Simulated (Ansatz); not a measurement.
Run this with the Ansatz DFT code, driven from Python and show what comes out.

`ch4ali.py`
```python
import argparse
import json
import warnings

import ansatz as az

parser = argparse.ArgumentParser(description="Electronic structure of the CH4AlI molecule.")
parser.add_argument("--basis-set", required=True, help="basis")
parser.add_argument("--xc", required=True, help="exchange-correlation functional")
args = parser.parse_args()

warnings.simplefilter("ignore", az.DeckWarning)

geometry_ang = [
    ("C", (-0.7625, 0.443, -0.3256)),
    ("Al", (0.9127, -0.3674, 0.1654)),
    ("I", (0.9364, -2.1754, 1.9918)),
    ("H", (-0.6759, 1.5915, -0.1609)),
    ("H", (-1.626, 0.0492, 0.259)),
    ("H", (-1.0164, 0.3161, -1.4126)),
    ("H", (2.2928, 0.075, -0.5629)),
]
geometry = az.Crystal.molecule()
for symbol, xyz in geometry_ang:
    geometry = geometry.atom(symbol, xyz)

base = geometry.calculation()
base = base.basis(gaussian=args.basis_set)
base = base.functional(args.xc)
done = base.run(threads=1)
r = done.report

print("reference energy %16.6f eV" % r["reference_energy_ev"])
print("total energy     %16.6f eV" % r["free_energy_ev"])
print("occupied (up, down):", r["n_occupied"], " virtual:", r["n_virtual"], " frozen:", r["n_frozen"])

state = r["mean_field"]["state"]
print(f"mean field: {state['energy']['hartree']:.7f} Ha, <S^2> = {abs(state['spin_squared']):.4f}, stability: {state.get('stability', {}).get('kind')}")
with open("ch4ali.json", "w") as handle:
    json.dump({k: r[k] for k in ("free_energy_ev", "reference_energy_ev", "n_occupied", "n_virtual")}, handle, indent=1)
```

```console
$ python ch4ali.py --basis-set def2-SVP --xc PBE
reference energy    -15792.768571 eV
total energy        -15792.768571 eV
occupied (up, down): [24, 24]  virtual: [54, 54]  frozen: 0
mean field: -580.3735403 Ha, <S^2> = 0.0000, stability: minimum
```

File `ch4ali.json` afterwards:
```json
{
 "free_energy_ev": -15792.768570893364,
 "reference_energy_ev": -15792.768570893364,
 "n_occupied": [
  24,
  24
 ],
 "n_virtual": [
  54,
  54
 ]
}
```

Caveats:
- These settings explore the input space; basis and method may be short of convergence.
- The geometry is a force-field or estimated start, not a minimum of this method, and the basis set is short of its limit.
- Hardware and time: 0.8 s on 1 thread of AMD EPYC 9B45 (Zen 5), on a shared host, peak memory 0.18 GiB.

(A comment or docstring line of the script was reworded after the run, the code is as it ran; lines on the test bed's own set-up are left out of the output.)
